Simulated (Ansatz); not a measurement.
# ClFH₂N₂W: an energy map over bond length W2–F4 and angle F4–W2–N3

How does the energy of ClFH₂N₂W, SMILES [NH]=[W](=[NH])([F])[Cl] change over two coordinates at once? A grid of runs gives the map.

The runs use Ansatz 0.2.0; RKS CAM-B3LYP-D4/def2-SVP.

## (1) The starting structure

7 atoms, charge 0, spin multiplicity 1.

Atoms are counted from 1 here; the program's logs count them from 0.

Bond lengths: N1–W2 1.757 Å, N1–H6 1.024 Å, W2–N3 1.757 Å, W2–F4 1.889 Å, W2–Cl5 2.305 Å, N3–H7 1.024 Å. Angles: W2–N1–H6 154.9°, N1–W2–N3 109.4°, N1–W2–F4 107.8°, N1–W2–Cl5 106.9°, N3–W2–F4 107.8°, N3–W2–Cl5 106.9°, F4–W2–Cl5 117.8°, W2–N3–H7 154.8°.

Coordinates:

```mol
ClFH2N2W
  3D, bonds by distance, orders not assigned

  7  6  0  0  0  0  0  0  0  0999 V2000
   -1.1834    0.5218    0.7646 N   0  0
   -0.1068    0.0031   -0.5235 W   0  0
    1.3063   -0.7732    0.1753 N   0  0
   -1.0218   -1.2853   -1.5579 F   0  0
    0.6328    1.9098   -1.5879 Cl  0  0
   -1.4666    0.6540    1.7401 H   0  0
    1.9007   -1.0982    0.9436 H   0  0
  1  2  8  0
  1  6  8  0
  2  3  8  0
  2  4  8  0
  2  5  8  0
  3  7  8  0
M  END
```

This geometry comes from a loose relaxation at PBE in a small basis, which is not shown.

## (2) The minimum at this level

input.yaml reads:

```yaml
crystal:
  periodic: [false, false, false]
  atoms:
    - { symbol: "N", position_ang: [-1.183447, 0.52184, 0.764596] }
    - { symbol: W, position_ang: [-0.106777, 0.003122, -0.523538] }
    - { symbol: "N", position_ang: [1.306285, -0.773228, 0.175258] }
    - { symbol: F, position_ang: [-1.021768, -1.28534, -1.557926] }
    - { symbol: Cl, position_ang: [0.632822, 1.909798, -1.587916] }
    - { symbol: H, position_ang: [-1.466608, 0.653981, 1.740117] }
    - { symbol: H, position_ang: [1.900692, -1.098173, 0.943608] }
basis:
  gaussian: { orbitals: def2-SVP }
hamiltonian:
  xc: { name: CAM-B3LYP }
  dispersion: d4
output:
  forces: true
relax:
  f_tol: 0.003
  max_steps: 120
```

Run with:

```
ansatz run input.yaml --threads 1 --pin off --max-ram 2560MiB --backend cpu --events-out ev --progress --plain --runs-dir out
```

Log:

```text
Warning: RAYON_NUM_THREADS=1 ignored (pool sized by the plan → 1); use --threads N
The last accepted step is kept in <dir> (removed where the run ends without a failure and the disk answers)
Engine: ansatz 0.2.0, aarch64-unknown-linux-gnu
Functional definition: CAM-B3LYP
  parameter alpha = 0.19
  parameter beta = 0.46
  parameter omega = 0.33/bohr
  parameter ac = 0.81
  exchange = (1 - alpha - beta)*b88_x + beta*b88_x_sr(omega) + alpha*exact_x + beta*exact_x_lr(omega)
  correlation = (1 - ac)*vwn5_c + ac*lyp_c
1086 factors; integrals over basis functions are off by at most 4.6e-4 eV
297 factors; integrals over basis functions are off by at most 1.5e-6 eV
mean field evaluation 1: about -20053.5271 eV, gradient 9.1e1 eV
mean field evaluation 2: about -19957.3463 eV, gradient 2.3e2 eV
mean field evaluation 4: about -20070.0035 eV, gradient 1.1e1 eV
mean field evaluation 8: about -20070.2813 eV, gradient 3.4e-1 eV
mean field evaluation 16: about -20070.2817 eV, gradient 3.1e-4 eV
mean field -20070.28165511 eV, -737.5692466998 hartree, gradient 1.6e-5 eV, S^2 0.000000; 0 other end points of the search recorded, 0 dependent functions left out
the calculation of the forces begins
reference -20070.28180107 eV, -737.5692520635 hartree; 28, 28 occupied and 74, 74 virtual orbitals, 1086 factors
relax step   1: F+E_penalty+E_count = -20070.45556317 eV  Δ(F+E_penalty+E_count) = +0.000e0 eV  max|allowed force component| = 1.018e0 eV/Å  Δτ_max = 0.0000 Å  (33 SCF iters, accepted)
these checks for a lower state are left out or cut short: starts, cluster_reference, orbital_swaps, neighbouring_geometries, increment
1086 factors; integrals over basis functions are off by at most 4.3e-4 eV
297 factors; integrals over basis functions are off by at most 1.4e-6 eV
mean field -20070.30914610 eV, -737.5702569749 hartree, gradient 1.7e-5 eV, S^2 0.000000; 0 other end points of the search recorded, 0 dependent functions left out
the calculation of the forces begins
reference -20070.30929174 eV, -737.5702623272 hartree; 28, 28 occupied and 74, 74 virtual orbitals, 1086 factors
relax step   2: F+E_penalty+E_count = -20070.48470062 eV  Δ(F+E_penalty+E_count) = -2.914e-2 eV  max|allowed force component| = 3.340e-1 eV/Å  Δτ_max = 0.0312 Å  (36 SCF iters, accepted)
these checks for a lower state are left out or cut short: starts, cluster_reference, orbital_swaps, neighbouring_geometries, increment
1086 factors; integrals over basis functions are off by at most 4.3e-4 eV
297 factors; integrals over basis functions are off by at most 1.5e-6 eV
mean field evaluation 32: about -20070.3114 eV, gradient 4.2e-4 eV
mean field -20070.31139615 eV, -737.5703396628 hartree, gradient 2.5e-5 eV, S^2 0.000000; 0 other end points of the search recorded, 0 dependent functions left out
the calculation of the forces begins
reference -20070.31154171 eV, -737.5703450122 hartree; 28, 28 occupied and 74, 74 virtual orbitals, 1086 factors
relax step   3: F+E_penalty+E_count = -20070.48671736 eV  Δ(F+E_penalty+E_count) = -2.017e-3 eV  max|allowed force component| = 3.521e-2 eV/Å  Δτ_max = 0.0094 Å  (37 SCF iters, accepted)
these checks for a lower state are left out or cut short: starts, cluster_reference, orbital_swaps, neighbouring_geometries, increment
1086 factors; integrals over basis functions are off by at most 4.2e-4 eV
297 factors; integrals over basis functions are off by at most 1.5e-6 eV
mean field -20070.31170073 eV, -737.5703508558 hartree, gradient 2.3e-5 eV, S^2 0.000000; 0 other end points of the search recorded, 0 dependent functions left out
the calculation of the forces begins
reference -20070.31184631 eV, -737.5703562058 hartree; 28, 28 occupied and 74, 74 virtual orbitals, 1086 factors
relax step   4: F+E_penalty+E_count = -20070.48700736 eV  Δ(F+E_penalty+E_count) = -2.900e-4 eV  max|allowed force component| = 3.539e-2 eV/Å  Δτ_max = 0.0066 Å  (38 SCF iters, accepted)
these checks for a lower state are left out or cut short: starts, cluster_reference, orbital_swaps, neighbouring_geometries, increment
1086 factors; integrals over basis functions are off by at most 4.2e-4 eV
297 factors; integrals over basis functions are off by at most 1.5e-6 eV
mean field -20070.31203632 eV, -737.5703631887 hartree, gradient 2.3e-5 eV, S^2 0.000000; 0 other end points of the search recorded, 0 dependent functions left out
the calculation of the forces begins
reference -20070.31218190 eV, -737.5703685388 hartree; 28, 28 occupied and 74, 74 virtual orbitals, 1086 factors
relax step   5: F+E_penalty+E_count = -20070.48733776 eV  Δ(F+E_penalty+E_count) = -3.304e-4 eV  max|allowed force component| = 2.494e-2 eV/Å  Δτ_max = 0.0118 Å  (37 SCF iters, accepted)
these checks for a lower state are left out or cut short: starts, cluster_reference, orbital_swaps, neighbouring_geometries, increment
1086 factors; integrals over basis functions are off by at most 4.2e-4 eV
297 factors; integrals over basis functions are off by at most 1.5e-6 eV
mean field -20070.31209811 eV, -737.5703654595 hartree, gradient 2.3e-5 eV, S^2 0.000000; 0 other end points of the search recorded, 0 dependent functions left out
the calculation of the forces begins
reference -20070.31224369 eV, -737.5703708092 hartree; 28, 28 occupied and 74, 74 virtual orbitals, 1086 factors
relax step   6: F+E_penalty+E_count = -20070.48740470 eV  Δ(F+E_penalty+E_count) = -6.693e-5 eV  max|allowed force component| = 6.834e-3 eV/Å  Δτ_max = 0.0050 Å  (37 SCF iters, accepted)
these checks for a lower state are left out or cut short: starts, cluster_reference, orbital_swaps, neighbouring_geometries, increment
1086 factors; integrals over basis functions are off by at most 4.2e-4 eV
297 factors; integrals over basis functions are off by at most 1.5e-6 eV
mean field -20070.31209734 eV, -737.5703654309 hartree, gradient 6.3e-5 eV, S^2 0.000000; 0 other end points of the search recorded, 0 dependent functions left out
the calculation of the forces begins
reference -20070.31224291 eV, -737.5703707808 hartree; 28, 28 occupied and 74, 74 virtual orbitals, 1086 factors
relax step   7: F+E_penalty+E_count = -20070.48740764 eV  Δ(F+E_penalty+E_count) = -2.941e-6 eV  max|allowed force component| = 2.056e-3 eV/Å  Δτ_max = 0.0009 Å  (27 SCF iters, accepted)
1086 factors; integrals over basis functions are off by at most 4.2e-4 eV
297 factors; integrals over basis functions are off by at most 1.5e-6 eV
mean field evaluation 64: about -20069.0115 eV, gradient 2.5e1 eV
mean field -20070.31209734 eV, -737.5703654309 hartree, gradient 6.3e-5 eV, S^2 0.000000; 1 other end points of the search recorded, 0 dependent functions left out
the calculation of the forces begins
reference -20070.31224291 eV, -737.5703707808 hartree; 28, 28 occupied and 74, 74 virtual orbitals, 1086 factors
Total energy: -20070.48755321 eV, -737.5768133156 hartree
Atom 0 at    -1.168985     0.513192     0.768148 Å, force     0.000821     0.001446    -0.000012 eV/Å
Atom 1 at    -0.103786     0.000933    -0.505676 Å, force    -0.000843    -0.002056    -0.000022 eV/Å
Atom 2 at     1.293118    -0.767597     0.185532 Å, force     0.000403     0.001635     0.000292 eV/Å
Atom 3 at    -1.008533    -1.261350    -1.554205 Å, force     0.000131     0.000254    -0.000031 eV/Å
Atom 4 at     0.622415     1.891338    -1.592585 Å, force     0.000088     0.000294    -0.000237 eV/Å
Atom 5 at    -1.475029     0.656110     1.725947 Å, force    -0.000232    -0.000827     0.000074 eV/Å
Atom 6 at     1.901999    -1.100626     0.927039 Å, force    -0.000368    -0.000747    -0.000063 eV/Å
Dipole moment:     0.100756    -0.062954     0.564921 e Å
```

Run time: 54 s. Hardware: 1 thread of Arm Neoverse V1, shared host; peak memory 0.26 GiB.

Along the way:

```tsv
step	energy from step 1 (eV)	largest force component (eV/Å)
1	0.0000	1.0180
2	-0.0291	0.3340
3	-0.0312	0.0352
4	-0.0314	0.0354
5	-0.0318	0.0249
6	-0.0318	0.0068
7	-0.0318	0.0021
```

Close pairs (by a distance rule), those that changed most:

```tsv
bond	before (Å)	after (Å)	change (Å)
W2–N3	1.757	1.738	-0.019
N1–W2	1.757	1.738	-0.019
W2–F4	1.889	1.874	-0.015
N1–H6	1.024	1.016	-0.009
N3–H7	1.024	1.016	-0.009
W2–Cl5	2.305	2.298	-0.007
```

## (3) Plan of the scan

First coordinate, bond length W2–F4: 9 values from 1.537 to 2.811 Å. Second coordinate, angle F4–W2–N3: 9 values from 63.2 to 153.2 °.

Nothing else is relaxed (all other coordinates rigid). Energies count from the relaxed molecule at the same level. Points are written as (first, second).

Below, 3 of the grid's runs; all are launched alike.

## (4) The run at (1.537 Å, 153.2°)

input.yaml reads:

```yaml
crystal:
  periodic: [false, false, false]
  atoms:
    - { symbol: "N", position_ang: [-1.168985, 0.513192, 0.768148] }
    - { symbol: W, position_ang: [-0.103786, 0.000933, -0.505676] }
    - { symbol: "N", position_ang: [1.293118, -0.767597, 0.185532] }
    - { symbol: F, position_ang: [-1.375435, 0.015259, -1.368852] }
    - { symbol: Cl, position_ang: [0.622415, 1.891338, -1.592585] }
    - { symbol: H, position_ang: [-1.475029, 0.65611, 1.725947] }
    - { symbol: H, position_ang: [1.901999, -1.100626, 0.927039] }
basis:
  gaussian: { orbitals: def2-SVP }
hamiltonian:
  xc: { name: CAM-B3LYP }
  dispersion: d4
output:
  forces: true
```

Run with:

```
ansatz run input.yaml --threads 1 --pin off --max-ram 2560MiB --backend cpu --events-out ev --progress --plain --runs-dir out
```

Log, shortened:

```text
Warning: RAYON_NUM_THREADS=1 ignored (pool sized by the plan → 1); use --threads N
[...]
Functional definition: CAM-B3LYP
[...]
991 factors; integrals over basis functions are off by at most 8.5e-4 eV
260 factors; integrals over basis functions are off by at most 5.8e-5 eV
[...]
mean field -20064.46358754 eV, -737.3554366602 hartree, gradient 1.5e-5 eV, S^2 0.000000; 0 other end points of the search recorded, 0 dependent functions left out
[...]
reference -20064.46372613 eV, -737.3554417535 hartree; 28, 28 occupied and 74, 74 virtual orbitals, 991 factors
Total energy: -20064.64354453 eV, -737.3620499576 hartree
Atom 0 at    -1.168985     0.513192     0.768148 Å, force     0.415603     0.592241     2.218519 eV/Å
Atom 1 at    -0.103786     0.000933    -0.505676 Å, force    18.164365     5.219458    14.624910 eV/Å
Atom 2 at     1.293118    -0.767597     0.185532 Å, force     2.294651    -2.314881     1.470418 eV/Å
Atom 3 at    -1.375435     0.015259    -1.368852 Å, force   -22.154018    -3.184335   -18.213345 eV/Å
Atom 4 at     0.622415     1.891338    -1.592585 Å, force     0.578203     0.309578     0.192605 eV/Å
Atom 5 at    -1.475029     0.656110     1.725947 Å, force     0.442586    -0.020200     0.129037 eV/Å
Atom 6 at     1.901999    -1.100626     0.927039 Å, force     0.258610    -0.601861    -0.422143 eV/Å
Dipole moment:    -0.205513    -0.450575     0.220203 e Å
```

Wall time 7 s (1 thread of Arm Neoverse V1, shared host); peak memory 0.23 GiB.

That is 564 kJ/mol from the zero.

## (5) The run at (2.652 Å, 119.5°)

Changes to input.yaml since step 4:

```diff
@@ -6,3 +6,3 @@
     - { symbol: "N", position_ang: [1.293118, -0.767597, 0.185532] }
-    - { symbol: F, position_ang: [-1.375435, 0.015259, -1.368852] }
+    - { symbol: F, position_ang: [-1.715871, -1.394666, -2.082568] }
     - { symbol: Cl, position_ang: [0.622415, 1.891338, -1.592585] }
```

Run with:

```
ansatz run input.yaml --threads 1 --pin off --max-ram 2560MiB --backend cpu --events-out ev --progress --plain --runs-dir out
```

Log, shortened:

```text
Warning: RAYON_NUM_THREADS=1 ignored (pool sized by the plan → 1); use --threads N
[...]
Functional definition: CAM-B3LYP
[...]
991 factors; integrals over basis functions are off by at most 9.0e-4 eV
260 factors; integrals over basis functions are off by at most 7.3e-5 eV
[...]
mean field -20067.08915365 eV, -737.4519244352 hartree, gradient 2.8e-5 eV, S^2 0.000000; 0 other end points of the search recorded, 0 dependent functions left out
[...]
reference -20067.08930183 eV, -737.4519298805 hartree; 28, 28 occupied and 74, 74 virtual orbitals, 991 factors
Total energy: -20067.25569217 eV, -737.4580446128 hartree
Atom 0 at    -1.168985     0.513192     0.768148 Å, force     0.670561    -0.089456    -0.471809 eV/Å
Atom 1 at    -0.103786     0.000933    -0.505676 Å, force    -2.976876    -1.823644    -2.521075 eV/Å
Atom 2 at     1.293118    -0.767597     0.185532 Å, force    -0.469831     0.205233    -0.250479 eV/Å
Atom 3 at    -1.715871    -1.394666    -2.082568 Å, force     2.851986     2.181067     2.670753 eV/Å
Atom 4 at     0.622415     1.891338    -1.592585 Å, force    -0.090891    -0.426057     0.402027 eV/Å
Atom 5 at    -1.475029     0.656110     1.725947 Å, force    -0.029598    -0.006516     0.104364 eV/Å
Atom 6 at     1.901999    -1.100626     0.927039 Å, force     0.044648    -0.040627     0.066220 eV/Å
Dipole moment:     0.619900     0.272361     1.088111 e Å
```

It took 6.5 s on 1 thread of Arm Neoverse V1, shared host; peak memory 0.23 GiB.

Energy on the map's scale: 312 kJ/mol.

## (6) Grid point (1.855 Å, 108.2°)

Changes to input.yaml since step 5:

```diff
@@ -6,3 +6,3 @@
     - { symbol: "N", position_ang: [1.293118, -0.767597, 0.185532] }
-    - { symbol: F, position_ang: [-1.715871, -1.394666, -2.082568] }
+    - { symbol: F, position_ang: [-0.998833, -1.249244, -1.543451] }
     - { symbol: Cl, position_ang: [0.622415, 1.891338, -1.592585] }
```

Run with:

```
ansatz run input.yaml --threads 1 --pin off --max-ram 2560MiB --backend cpu --events-out ev --progress --plain --runs-dir out
```

Log, shortened:

```text
Warning: RAYON_NUM_THREADS=1 ignored (pool sized by the plan → 1); use --threads N
[...]
Functional definition: CAM-B3LYP
[...]
991 factors; integrals over basis functions are off by at most 8.7e-4 eV
260 factors; integrals over basis functions are off by at most 8.0e-5 eV
[...]
mean field -20070.30626130 eV, -737.5701509607 hartree, gradient 3.6e-5 eV, S^2 0.000000; 0 other end points of the search recorded, 0 dependent functions left out
[...]
reference -20070.30640675 eV, -737.5701563058 hartree; 28, 28 occupied and 74, 74 virtual orbitals, 991 factors
Total energy: -20070.48192730 eV, -737.5766065670 hartree
Atom 0 at    -1.168985     0.513192     0.768148 Å, force    -0.028407     0.001698     0.019976 eV/Å
Atom 1 at    -0.103786     0.000933    -0.505676 Å, force     0.296506     0.411966     0.333405 eV/Å
Atom 2 at     1.293118    -0.767597     0.185532 Å, force     0.022319    -0.022996     0.008469 eV/Å
Atom 3 at    -0.998833    -1.249244    -1.543451 Å, force    -0.293095    -0.406929    -0.337426 eV/Å
Atom 4 at     0.622415     1.891338    -1.592585 Å, force     0.003597     0.014823    -0.017031 eV/Å
Atom 5 at    -1.475029     0.656110     1.725947 Å, force     0.000394     0.000211    -0.003888 eV/Å
Atom 6 at     1.901999    -1.100626     0.927039 Å, force    -0.001314     0.001226    -0.003506 eV/Å
Dipole moment:     0.089297    -0.077697     0.549663 e Å
```

Run time: 6.3 s. Hardware: 1 thread of Arm Neoverse V1, shared host; peak memory 0.23 GiB.

Energy on the map's scale: 0.5 kJ/mol.

## (7) All points together

81 points were computed. Energies in kJ/mol, from the relaxed molecule at the same level:

| angle F4–W2–N3 (°) ↓, bond length W2–F4 (Å) → | 1.537 | 1.696 | 1.855 | 2.014 | 2.174 | 2.333 | 2.492 | 2.652 | 2.811 |
| --- | --- | --- | --- | --- | --- | --- | --- | --- | --- |
| 153.2 | 564 | 274 | 176 | 172 | 211 | 267 | 328 | 387 | 442 |
| 142.0 | 458 | 186 | 102 | 109 | 157 | 221 | 288 | 353 | 412 |
| 130.7 | 377 | 120 | 47 | 62 | 117 | 186 | 258 | 327 | 390 |
| 119.5 | 326 | 78 | 13 | 33 | 92 | 165 | 240 | 312 | 377 |
| 108.2 | 308 | 64 | 1 | 23 | 84 | 158 | 233 | 306 | 372 |
| 97.0 | 326 | 80 | 14 | 35 | 93 | 165 | 240 | 311 | 376 |
| 85.7 | 394 | 137 | 62 | 73 | 125 | 192 | 262 | 330 | 391 |
| 74.5 | 541 | 261 | 162 | 153 | 188 | 242 | 302 | 362 | 418 |
| 63.2 | 851 | 517 | 359 | 301 | 297 | 323 | 363 | 408 | 453 |

On the same grid, dipole moment (D):

```csv
"angle F4–W2–N3 (°) ↓, bond length W2–F4 (Å) →",1.537,1.696,1.855,2.014,2.174,2.333,2.492,2.652,2.811
153.2,2.60,2.90,3.52,4.23,4.95,5.63,6.28,6.89,7.44
142.0,2.40,2.67,3.28,3.99,4.70,5.39,6.04,6.65,7.21
130.7,2.28,2.50,3.09,3.77,4.48,5.15,5.79,6.40,6.97
119.5,2.21,2.36,2.90,3.57,4.25,4.91,5.55,6.16,6.72
108.2,2.18,2.22,2.70,3.34,4.01,4.66,5.29,5.89,6.45
97.0,2.20,2.09,2.49,3.10,3.76,4.40,5.02,5.61,6.17
85.7,2.26,2.00,2.29,2.86,3.49,4.12,4.73,5.31,5.85
74.5,2.38,1.97,2.14,2.62,3.21,3.81,4.40,4.96,5.50
63.2,2.65,2.12,2.05,2.34,2.81,3.34,3.90,4.47,5.02
```

## (8) What came out

| quantity | value |
| --- | --- |
| lowest point | (1.855 Å, 108.2°), 0.5 kJ/mol |
| highest computed point | (1.537 Å, 63.2°), 850 kJ/mol above the lowest |
| dipole moment (D) | 1.97 at (1.696 Å, 74.5°) to 7.44 at (2.811 Å, 153.2°); 2.70 at the lowest point |
| time for the whole task | 11 min on 1 thread, shared host |

In words: The lowest computed point is at (1.855 Å, 108.2°), 0.5 kJ/mol from the relaxed molecule at the same level. The grid is coarse, so the lowest point of the scanned range may lie between grid points; coordinates that were held can hide deeper minima. The grid shows no other well, apart from its symmetry copies. The highest computed point, (1.537 Å, 63.2°), lies 850 kJ/mol above the lowest. Round the minimum the two coordinates are nearly uncoupled.
